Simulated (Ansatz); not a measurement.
Run this with Ansatz 0.2.0 through its Python package and show what comes out.

`methods_ch7bssi.py`
```python
from pathlib import Path
import logging
import sys
import warnings

import ansatz
import numpy as np

logging.basicConfig(stream=sys.stdout, format="%(name)s: %(message)s")
logger = logging.getLogger("calc")
logger.setLevel(logging.INFO)

BASIS_SET = "def2-SVP"

warnings.simplefilter("ignore", ansatz.DeckWarning)

molecule = (
    ansatz.Crystal.molecule()
    .atom("B", (-0.9159, 1.0922, 0.1812))
    .atom("C", (-0.2775, -0.1833, -0.3887))
    .atom("Si", (1.4612, -0.2586, 0.1966))
    .atom("S", (-1.0996, -1.6346, 0.1961))
    .atom("H", (-1.3869, 1.9375, -0.5985))
    .atom("H", (-1.0689, 1.3255, 1.3327))
    .atom("H", (-0.2516, -0.161, -1.4936))
    .atom("H", (2.17, -1.4608, -0.3184))
    .atom("H", (1.5218, -0.2713, 1.7229))
    .atom("H", (2.2322, 0.9201, -0.2468))
    .atom("H", (-2.3195, -1.3627, -0.5631))
)

calculation = molecule.calculation().basis(gaussian=BASIS_SET)

logger.info("functional    E (Ha)        dipole (D)   HOMO (eV)  LUMO (eV)")
for name in ["lda", "b3lyp", "r2scan", "pbe", "revpbe", "blyp"]:
    report = calculation.functional(name).forces().orbitals().run(runs_dir="runs").report
    lines = Path(report["orbitals_path"]).read_text().splitlines()
    field_of = lambda key: [line.split("=")[1].strip() for line in lines if line.startswith(key)]
    orbitals = [(27.211386 * float(e), s, float(n)) for e, s, n in zip(field_of("Ene="), field_of("Spin="), field_of("Occup="))]
    homo = max(e for e, _, n in orbitals if n > 0.5)
    lumo = min(e for e, _, n in orbitals if n < 0.5)
    dipole = 4.803205 * np.linalg.norm(report["charge_distribution"]["dipole_moment_e_ang"])
    logger.info(f"{name:10s} {report['free_energy_ev'] / 27.211386246:14.6f} {dipole:9.3f} {homo:11.3f} {lumo:10.3f}")
```

```console
$ python methods_ch7bssi.py
calc: functional    E (Ha)        dipole (D)   HOMO (eV)  LUMO (eV)
calc: lda           -751.291063     1.293      -5.848     -2.912
calc: b3lyp         -754.582216     1.202      -6.721     -1.873
calc: r2scan        -754.437251     1.291      -6.050     -2.369
calc: pbe           -754.100075     1.242      -5.772     -2.653
calc: revpbe        -754.379601     1.231      -5.745     -2.545
calc: blyp          -754.470160     1.184      -5.573     -2.433
```

Caveats:
- Total energies depend on the basis set; only differences at equal settings carry meaning.
- The geometry is a force-field or estimated start, not a minimum of this method, and the basis set is short of its limit. A lower total doesn't mark the better method: functionals have no common bound, and MP2 and coupled cluster aren't variational.
- b3lyp holds the VWN-RPA fit, as in Gaussian; the form of ORCA and Turbomole is b3lyp5.
- Levels such as HOMO and LUMO are orbital energies: with these approximate functionals they aren't the ionisation energy and electron affinity, and their gap isn't the fundamental gap.
- Finished in 18 s on 1 thread of Intel(R) Xeon(R) Platinum 8488C (Sapphire Rapids), on a shared host, peak memory 0.27 GiB.

(Lines on the test bed's own set-up are left out of the output.)
